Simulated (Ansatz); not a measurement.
Crystal: GaF.

```
CELL_PARAMETERS angstrom
0.00000 2.84624 2.84624
2.84624 0.00000 2.84624
2.84624 2.84624 0.00000
ATOMIC_POSITIONS crystal
Ga 0.25000 0.25000 0.25000
F 0.00000 0.00000 0.00000
```

The cell was built by a generator and needn't be a form met in nature.

* Program: Ansatz 0.2.0
* Task: relaxation of cell and atoms
* Functional: HSEsol
* Potentials or basis: Ansatz PAW
* Cutoff: 420 eV (not typed: the program's choice for these potentials)
* k mesh: 4 × 4 × 4
* Occupations: fermi-dirac, width 0.05 eV
* Spin: no spin polarisation

At the start: volume 23.06 Å³/atom.

Question: How do energy, volume and symmetry change on relaxing?

Answer: It ends after 6 steps and the volume is 21.62 Å³/atom (-6.2 %); space group F-43m (No. 216, to 0.05 Å).

The path:
```tsv
step	energy change (eV)	largest force (eV/Å)	volume (Å³)
1	0.0000	0.0000	46.12
2	-0.0164	0.0000	44.12
3	-0.0184	0.0000	43.35
4	-0.0165	0.0000	43.35
5	-0.0167	0.0000	43.24
6	-0.0165	0.0000	43.24
```

Final structure:
```
CELL_PARAMETERS angstrom
0.00000 2.78581 2.78581
2.78581 0.00000 2.78581
2.78581 2.78581 0.00000
ATOMIC_POSITIONS crystal
Ga 0.25000 0.25000 0.25000
F 0.00000 0.00000 0.00000
```

Caveat: the k mesh is coarse (spacing up to 0.48 Å⁻¹), so the values aren't converged, least of all with exact exchange; the plane-wave basis is chosen anew once the cell has moved, so the energies of steps on either side of that aren't comparable; the PAW data sets come from PBE, with cores solved anew for the run's functional, which leaves a small shift of forces and pressure.
